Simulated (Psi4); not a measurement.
**InNH4 (SMILES [NH2][InH2]): CCSD/def2-SVP (core potential)**

Aim: the energy change on altering one bond length of InNH4 at CCSD/def2-SVP (core potential), from 2 runs. Input form: an ASE script.

Program for the calculation: Psi4 1.11.

17 further runs of the same task are left out: 16 that didn't finish, 1 set aside as unsound or not needed.

## (1) Starting point

The species is InNH4 (6 atoms), meant as a singlet with charge 0. As SMILES, `[NH2][InH2]`. Geometry: relaxed at PBE0-D4/def2-TZVP.

Bond lengths: N1–In2 2.007 Å, N1–H3 1.006 Å, N1–H4 1.006 Å, In2–H5 1.712 Å, In2–H6 1.712 Å. Angles: N1–In2–H5 115.0°, N1–In2–H6 115.0°, In2–N1–H3 124.3°, In2–N1–H4 124.3°, H5–In2–H6 130.0°, H3–N1–H4 111.3°.

## (2) A single-point energy at CCSD/def2-SVP (core potential)

File run.py:

```python
import numpy as np
from ase.calculators.psi4 import Psi4
from ase import Atoms

mol = Atoms(['N', 'In', 'H', 'H', 'H', 'H'], positions=[
    [-0.092200, -1.060500, 0.036600],
    [0.095300, 0.935900, -0.048300],
    [-0.598000, -1.552900, 0.753400],
    [0.311900, -1.697300, -0.629300],
    [1.012500, 1.520500, -1.370700],
    [-0.687400, 1.790300, 1.212100],
])
calc = Psi4(atoms=mol, method='ccsd', basis='def2-SVP', memory='2200MB', num_threads=1, charge=0, multiplicity=1, label='h4inn', reference='rhf')
calc.psi4.set_options({'puream': True, 'e_convergence': 1e-09, 'd_convergence': 1e-08, 'scf_type': 'pk', 'num_frozen_docc': 5})
mol.calc = calc

print(f'energy: {mol.get_potential_energy():.6f} eV')
```

On the command line:

```
$ python run.py
```

h4inn.dat, cut to the lines that bear on the results:

```text
[...]
    !!!  WARNING: ECP capability is in beta. Please check occupations closely.  !!!
[...]
  Running in c1 symmetry.
[...]
  Nuclear repulsion =   70.741603805927312
[...]
  Multiplicity = 1
[...]
  Nalpha       = 16
  Nbeta        = 16
[...]
    Number of basis functions: 60
[...]
   @RHF iter   1:  -245.79017471111646   -1.47409e+00   8.44168e-03 DIIS/ADIIS
[...]
   @RHF iter  11:  -245.91295112188706   -1.42109e-12   2.15386e-09 DIIS
[...]
    Orbital Energies [Eh]
    ---------------------
    Doubly Occupied:
       1A    -15.514005     2A     -5.374929     3A     -3.635956
       4A     -3.627850     5A     -3.627775     6A     -1.085690
       7A     -1.022778     8A     -1.018348     9A     -1.016368
      10A     -1.014616    11A     -0.995188    12A     -0.616201
      13A     -0.570697    14A     -0.444374    15A     -0.408711
      16A     -0.370819
[...]
  @RHF Final Energy:  -245.91295112188706
   => Energetics <=
    Nuclear Repulsion Energy =             70.7416038059273120
    One-Electron Energy =                -552.6204988915887952
    Two-Electron Energy =                 235.9659439637744356
    Total Energy =                       -245.9129511218870618
[...]
 Multipole Moments:
 ------------------------------------------------------------------------------------
     Multipole            Electronic (a.u.)      Nuclear  (a.u.)        Total (a.u.)
 ------------------------------------------------------------------------------------
 L = 1.  Multiply by 2.5417464519 to convert [e a0] to [Debye]
 Dipole X            :          1.7685366           -1.7757233           -0.0071867
 Dipole Y            :         18.8579711          -18.9634003           -0.1054293
 Dipole Z            :         -0.8027717            0.8094175            0.0066458
 Magnitude           :                                                    0.1058827
[...]
      * MP2 total energy                      = -246.186944925909984
[...]
      * CCSD total energy                     = -246.213995769852346
```

The script printed:

```text
energy: -6699.824083 eV
```

Run time: 11 s. Hardware: 1 thread of Intel Xeon Platinum 8259CL at 2.50GHz (Skylake/Cascade Lake), shared host; peak memory 0.29 GiB.

## (3) The distorted shape, same level

File h4inn.xyz:

```xyz
6
H4InN
N     -0.152810    -0.964988     0.136476
In     0.034690     1.031412     0.051576
H     -0.658610    -1.457388     0.853276
H      0.311900    -1.697300    -0.629300
H      0.951890     1.616012    -1.270824
H     -0.748010     1.885812     1.311976
```

File h4inn_ase.py:

```python
import numpy as np
from ase.calculators.psi4 import Psi4
from ase.io import read

a = read('h4inn.xyz')
calc = Psi4(atoms=a, method='ccsd', basis='def2-SVP', memory='2200MB', num_threads=1, charge=0, multiplicity=1, label='psi4-calc')
calc.psi4.set_options({'puream': True, 'e_convergence': 1e-09, 'd_convergence': 1e-08, 'scf_type': 'pk', 'num_frozen_docc': 5})
a.calc = calc

print(f'energy: {a.get_potential_energy():.6f} eV')
```

On the command line:

```
$ python h4inn_ase.py
```

psi4-calc.dat, cut to the lines that bear on the results:

```text
[...]
    !!!  WARNING: ECP capability is in beta. Please check occupations closely.  !!!
[...]
  Running in c1 symmetry.
[...]
  Nuclear repulsion =   70.056173853778105
[...]
  Multiplicity = 1
[...]
  Nalpha       = 16
  Nbeta        = 16
[...]
    Number of basis functions: 60
[...]
   @RHF iter   1:  -245.76934450717167   -1.58292e+00   8.49079e-03 DIIS/ADIIS
[...]
   @RHF iter  11:  -245.89620960854731   -2.13163e-12   3.07214e-09 DIIS
[...]
    Orbital Energies [Eh]
    ---------------------
    Doubly Occupied:
       1A    -15.527779     2A     -5.375149     3A     -3.636140
       4A     -3.628112     5A     -3.628013     6A     -1.072020
       7A     -1.022813     8A     -1.018602     9A     -1.016520
      10A     -1.014842    11A     -0.985530    12A     -0.591383
      13A     -0.560270    14A     -0.441267    15A     -0.408224
      16A     -0.369516
[...]
  @RHF Final Energy:  -245.89620960854731
   => Energetics <=
    Nuclear Repulsion Energy =             70.0561738537781054
    One-Electron Energy =                -551.3124065852495050
    Two-Electron Energy =                 235.3600231229241047
    Total Energy =                       -245.8962096085473092
[...]
 Multipole Moments:
 ------------------------------------------------------------------------------------
     Multipole            Electronic (a.u.)      Nuclear  (a.u.)        Total (a.u.)
 ------------------------------------------------------------------------------------
 L = 1.  Multiply by 2.5417464519 to convert [e a0] to [Debye]
 Dipole X            :          1.6886117           -1.6889732           -0.0003615
 Dipole Y            :         18.9941251          -19.1001052           -0.1059801
 Dipole Z            :         -0.6700400            0.6664665           -0.0035735
 Magnitude           :                                                    0.1060409
[...]
      * MP2 total energy                      = -246.173584087808109
[...]
      * CCSD total energy                     = -246.200873658835917
```

On the terminal:

```text
energy: -6699.467013 eV
```

Run time: 11 s. Hardware: 1 thread of Intel Xeon Platinum 8259CL at 2.50GHz (Skylake/Cascade Lake), shared host; peak memory 0.29 GiB.

## (4) Summary of results

At CCSD/def2-SVP (core potential), 5 core orbitals frozen:

```
                                                         quantity          value
                                        first shape: total energy  -246.21400 Eh
                 first shape: HOMO energy (Hartree–Fock orbitals)      -10.09 eV
                 first shape: LUMO energy (Hartree–Fock orbitals)        1.51 eV
               first shape: HOMO–LUMO gap (Hartree–Fock orbitals)       11.60 eV
         first shape: correlation energy (5 core orbitals frozen)     -301.0 mEh
                                       first shape: T1 diagnostic          0.015
                                    distorted shape: total energy  -246.20087 Eh
             distorted shape: HOMO energy (Hartree–Fock orbitals)      -10.06 eV
             distorted shape: LUMO energy (Hartree–Fock orbitals)        1.52 eV
           distorted shape: HOMO–LUMO gap (Hartree–Fock orbitals)       11.57 eV
     distorted shape: correlation energy (5 core orbitals frozen)     -304.7 mEh
                                   distorted shape: T1 diagnostic          0.016
energy change with the N1–H4 bond stretched from 1.006 to 1.157 Å       0.357 eV
```

With the N1–H4 bond stretched from 1.006 to 1.157 Å the energy rises by 0.36 eV (34.5 kJ/mol). The first shape isn't relaxed at this level, so the change isn't measured from a minimum.
